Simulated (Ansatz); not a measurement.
# Ag: a strain scan

Aim: for Ag, strain the cell along the Voigt pattern (0, 0, 0, 1, 0, 0).

Program: Ansatz 0.2.0. Level of theory: DFT r2SCAN, scalar-relativistic, plane waves, PAW. These are calculated values, not measurements.

### 1 The starting structure

Symmetry: Im-3m, No. 229, cubic system. Conventional cell: a = 3.311 Å, b = 3.311 Å, c = 3.311 Å, α = 90.00°, β = 90.00°, γ = 90.00°. Ag (site symmetry m-3m) is surrounded by 8 Ag at 2.87 Å.

Coordinates:

```
CELL_PARAMETERS angstrom
-1.65565 1.65565 1.65565
1.65565 -1.65565 1.65565
1.65565 1.65565 -1.65565
ATOMIC_POSITIONS crystal
Ag 0.00000 0.00000 0.00000
```

It goes back to an entry of the Materials Project, which need not be the stable form.

No relaxation comes first: the listed cell is the starting point.

### 2 The reference cell

The reference gives a free energy of -7603.9031 eV, pressure -3.55 GPa, largest force 0.000 eV/Å and gap on the mesh none (metal). It was computed beforehand with the settings of the runs below.

### 3 Next: a strain scan

The cell is strained by ε times the Voigt pattern (0, 0, 0, 1, 0, 0) (xx, yy, zz, yz, xz, xy; engineering shear), with fractional coordinates fixed (clamped ions). The stress on the pattern is the sum of the stress components weighted by it, tension positive.

### 4 Point ε = -0.1500

input.yaml reads:

```yaml
crystal:
  lattice:
    - [-1.655654, 1.53147995, 1.53147995]
    - [1.655654, -1.77982805, 1.77982805]
    - [1.655654, 1.77982805, -1.77982805]
  atoms:
    - { symbol: Ag, position: [0.0, 0.0, 0.0] }
basis:
  ecutwfc: 500
kpoints:
  mp_grid: { grid: [20, 20, 20] }
hamiltonian:
  xc: r2scan
scf:
  occupations: { method: gaussian, width: 0.15 }
output:
  forces: true
  stress: true
  eigenvalues: true
```

On the command line:

```console
$ ansatz run input.yaml --threads 1 --pin off --max-ram 2560MiB --backend cpu --events-out ev --progress --plain --runs-dir out
```

### 5 ε = 0.1125

Changes to input.yaml since step 4:

```diff
@@ -2,5 +2,5 @@
   lattice:
-    - [-1.655654, 1.53147995, 1.53147995]
-    - [1.655654, -1.77982805, 1.77982805]
-    - [1.655654, 1.77982805, -1.77982805]
+    - [-1.655654, 1.7487845375, 1.7487845375]
+    - [1.655654, -1.5625234625, 1.5625234625]
+    - [1.655654, 1.5625234625, -1.5625234625]
   atoms:
```

### 6 Point ε = -0.0750

Changes to input.yaml since step 5:

```diff
@@ -2,5 +2,5 @@
   lattice:
-    - [-1.655654, 1.7487845375, 1.7487845375]
-    - [1.655654, -1.5625234625, 1.5625234625]
-    - [1.655654, 1.5625234625, -1.5625234625]
+    - [-1.655654, 1.593566975, 1.593566975]
+    - [1.655654, -1.717741025, 1.717741025]
+    - [1.655654, 1.717741025, -1.717741025]
   atoms:
```

### 7 At ε = 0.0375

Changes to input.yaml since step 6:

```diff
@@ -2,5 +2,5 @@
   lattice:
-    - [-1.655654, 1.593566975, 1.593566975]
-    - [1.655654, -1.717741025, 1.717741025]
-    - [1.655654, 1.717741025, -1.717741025]
+    - [-1.655654, 1.6866975125, 1.6866975125]
+    - [1.655654, -1.6246104875, 1.6246104875]
+    - [1.655654, 1.6246104875, -1.6246104875]
   atoms:
```

### 8 At ε = 0.1312

Changes to input.yaml since step 7:

```diff
@@ -2,5 +2,5 @@
   lattice:
-    - [-1.655654, 1.6866975125, 1.6866975125]
-    - [1.655654, -1.6246104875, 1.6246104875]
-    - [1.655654, 1.6246104875, -1.6246104875]
+    - [-1.655654, 1.7642649024, 1.7642649024]
+    - [1.655654, -1.5470430976, 1.5470430976]
+    - [1.655654, 1.5470430976, -1.5470430976]
   atoms:
```

### 9 Point ε = 0.0937

Changes to input.yaml since step 8:

```diff
@@ -2,5 +2,5 @@
   lattice:
-    - [-1.655654, 1.7642649024, 1.7642649024]
-    - [1.655654, -1.5470430976, 1.5470430976]
-    - [1.655654, 1.5470430976, -1.5470430976]
+    - [-1.655654, 1.7332213899, 1.7332213899]
+    - [1.655654, -1.5780866101, 1.5780866101]
+    - [1.655654, 1.5780866101, -1.5780866101]
   atoms:
```

### 10 ε = 0.0562

Changes to input.yaml since step 9:

```diff
@@ -2,5 +2,5 @@
   lattice:
-    - [-1.655654, 1.7332213899, 1.7332213899]
-    - [1.655654, -1.5780866101, 1.5780866101]
-    - [1.655654, 1.5780866101, -1.5780866101]
+    - [-1.655654, 1.7021778774, 1.7021778774]
+    - [1.655654, -1.6091301226, 1.6091301226]
+    - [1.655654, 1.6091301226, -1.6091301226]
   atoms:
```

### 11 At ε = 0.0187

Changes to input.yaml since step 10:

```diff
@@ -2,5 +2,5 @@
   lattice:
-    - [-1.655654, 1.7021778774, 1.7021778774]
-    - [1.655654, -1.6091301226, 1.6091301226]
-    - [1.655654, 1.6091301226, -1.6091301226]
+    - [-1.655654, 1.6711343649, 1.6711343649]
+    - [1.655654, -1.6401736351, 1.6401736351]
+    - [1.655654, 1.6401736351, -1.6401736351]
   atoms:
```

(Steps that only read results are left out.)

Q: Predict the outcome of this session. Wanted: slope of the stress at ε = 0, from the points at -0.0750, 0 and 0.0187.

The runs gave:

| quantity | value |
| --- | --- |
| slope of the stress at ε = 0, from the points at -0.0750, 0 and 0.0187 | 39 GPa |

In words: The slope of the stress at zero strain, 39 GPa, estimates C44 with clamped ions in this Cartesian frame. The step is wide, so higher orders mix in. The reference stands under -3.6 GPa, so this is no zero-stress constant. The undisturbed cell stays the lowest of the sampled points.
